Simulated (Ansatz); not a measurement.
# BHLYP/def2-SVP run of C2H7NSi (SMILES NC1C[SiH2]1)

What is the energy change on altering one bond length of C2H7NSi at BHLYP/def2-SVP? 

The results are computed with Ansatz 0.2.0.

61 further runs of the same task are left out: 61 set aside as unsound or not needed.

**1. Starting point**

C2H7NSi: 11 atoms, total charge 0, spin state singlet. As SMILES, `NC1C[SiH2]1`. The coordinates come from a PBE0-D4/def2-TZVP relaxation. This is one conformer, not always the lowest.

Bond lengths: N1–C2 1.437 Å, C2–C3 1.539 Å, C2–Si4 1.862 Å, C3–Si4 1.848 Å, N1–H5 1.011 Å, N1–H6 1.014 Å, C2–H7 1.094 Å, C3–H8 1.085 Å, C3–H9 1.086 Å, Si4–H10 1.479 Å, Si4–H11 1.476 Å. Some angles: N1–C2–C3 114.5°, N1–C2–Si4 118.4°, C3–C2–Si4 65.0°, C2–C3–Si4 65.9°, C2–Si4–C3 49.0°, N1–C2–H7 118.0°, C3–C2–H7 113.0°, Si4–C2–H7 116.4°, C2–N1–H5 111.6°, C2–N1–H6 111.3°.

**2. The energy at BHLYP/def2-SVP**

The input, in.yaml:

```yaml
crystal:
  periodic: [false, false, false]
  atoms:
    - symbol: N
      position_ang: [-1.337200, 0.826100, -0.314200]
    - symbol: C
      position_ang: [0.048100, 0.587400, -0.015100]
    - symbol: C
      position_ang: [0.296100, -0.519700, 1.025200]
    - symbol: Si
      position_ang: [0.845000, -0.955900, -0.685100]
    - symbol: H
      position_ang: [-1.450400, 1.288300, -1.206000]
    - symbol: H
      position_ang: [-1.774000, 1.401500, 0.397500]
    - symbol: H
      position_ang: [0.701400, 1.454200, 0.118600]
    - symbol: H
      position_ang: [1.025100, -0.311700, 1.801300]
    - symbol: H
      position_ang: [-0.607900, -0.997000, 1.390600]
    - symbol: H
      position_ang: [2.288700, -0.939900, -1.005500]
    - symbol: H
      position_ang: [0.030300, -1.890100, -1.486800]
basis:
  gaussian: {orbitals: def2-SVP}
accuracy: high
hamiltonian: {xc: {name: BHLYP}}
output: {orbitals: {seedname: orbitals}}
```

Launch:

```
$ ansatz run in.yaml --threads 1 --pin off --max-ram 3480MiB --events-out events.jsonl --progress --plain --runs-dir runs
```

The program printed:

```text
Warning: RAYON_NUM_THREADS=1 ignored (pool sized by the plan → 1); use --threads N
Functional definition: BHLYP
  name "BHLYP"
  parameter a = 0.5
  exchange = (1 - a)*b88_x + a*exact_x
  correlation = lyp_c
2284 factors; integrals over basis functions are off by at most 3.9e-9 eV
mean field evaluation 1: about -11540.4790 eV, gradient 4.9e1 eV
mean field evaluation 2: about -11539.6140 eV, gradient 5.2e1 eV
mean field evaluation 4: about -11546.1654 eV, gradient 1.7e0 eV
mean field evaluation 8: about -11546.6739 eV, gradient 1.8e-1 eV
mean field evaluation 16: about -11546.6741 eV, gradient 2.0e-5 eV
mean field -11546.67408430 eV, -424.3324459813 hartree, gradient 9.9e-8 eV, S^2 0.000000; 0 other end points of the search recorded, 0 dependent functions left out
reference -11546.67411289 eV, -424.3324470318 hartree; 20, 20 occupied and 75, 75 virtual orbitals, 2284 factors
Total energy: -11546.67411289 eV, -424.3324470318 hartree
```

It took 9.3 s on 1 thread of Arm Neoverse V2, shared host; peak memory 0.33 GiB.

**3. The distorted shape**

The input, job.yaml:

```yaml
crystal:
  periodic: [false, false, false]
  atoms:
    - {symbol: N, position_ang: [-1.533181, 0.566071, -0.354308]}
    - {symbol: C, position_ang: [-0.147881, 0.327371, -0.055208]}
    - {symbol: C, position_ang: [0.100119, -0.779729, 0.985092]}
    - {symbol: Si, position_ang: [0.649019, -1.215929, -0.725208]}
    - {symbol: H, position_ang: [-1.646381, 1.028271, -1.246108]}
    - {symbol: H, position_ang: [-1.969981, 1.141471, 0.357392]}
    - {symbol: H, position_ang: [0.701400, 1.454200, 0.118600]}
    - {symbol: H, position_ang: [0.829119, -0.571729, 1.761192]}
    - {symbol: H, position_ang: [-0.803881, -1.257029, 1.350492]}
    - {symbol: H, position_ang: [2.092719, -1.199929, -1.045608]}
    - {symbol: H, position_ang: [-0.165681, -2.150129, -1.526908]}
basis:
  gaussian: {orbitals: def2-SVP}
hamiltonian: {xc: {name: BHLYP}}
accuracy: high
output: {orbitals: {seedname: orbitals}}
```

Launch:

```
$ ansatz run job.yaml --threads 1 --pin off --max-ram 3480MiB --events-out events.jsonl --progress --plain --runs-dir runs
```

The program printed:

```text
Warning: RAYON_NUM_THREADS=1 ignored (pool sized by the plan → 1); use --threads N
[... 5 set-up lines as earlier in the session ...]
2281 factors; integrals over basis functions are off by at most 3.9e-9 eV
mean field evaluation 1: about -11539.5454 eV, gradient 4.9e1 eV
mean field evaluation 2: about -11538.2999 eV, gradient 5.3e1 eV
mean field evaluation 4: about -11545.1923 eV, gradient 2.2e0 eV
mean field evaluation 8: about -11545.6877 eV, gradient 2.5e-1 eV
mean field evaluation 16: about -11545.6880 eV, gradient 6.7e-5 eV
mean field -11545.68803340 eV, -424.2962092792 hartree, gradient 9.0e-8 eV, S^2 0.000000; 0 other end points of the search recorded, 0 dependent functions left out
reference -11545.68806228 eV, -424.2962103402 hartree; 20, 20 occupied and 75, 75 virtual orbitals, 2281 factors
Total energy: -11545.68806228 eV, -424.2962103402 hartree
```

Wall time 9.3 s (1 thread of Arm Neoverse V2, shared host); peak memory 0.34 GiB.

**4. Results**

At BHLYP/def2-SVP:

| quantity | value |
| --- | --- |
| first shape: total energy | -424.33245 Eh |
| first shape: HOMO energy | -7.34 eV |
| first shape: LUMO energy | 1.77 eV |
| first shape: HOMO–LUMO gap | 9.11 eV |
| distorted shape: total energy | -424.29621 Eh |
| distorted shape: HOMO energy | -7.31 eV |
| distorted shape: LUMO energy | 1.52 eV |
| distorted shape: HOMO–LUMO gap | 8.83 eV |
| energy change with the C2–H7 bond stretched from 1.094 to 1.422 Å | 0.986 eV |

In words: With the C2–H7 bond stretched from 1.094 to 1.422 Å the energy rises by 0.99 eV (95.1 kJ/mol). The first shape isn't relaxed at this level, so the change isn't measured from a minimum.
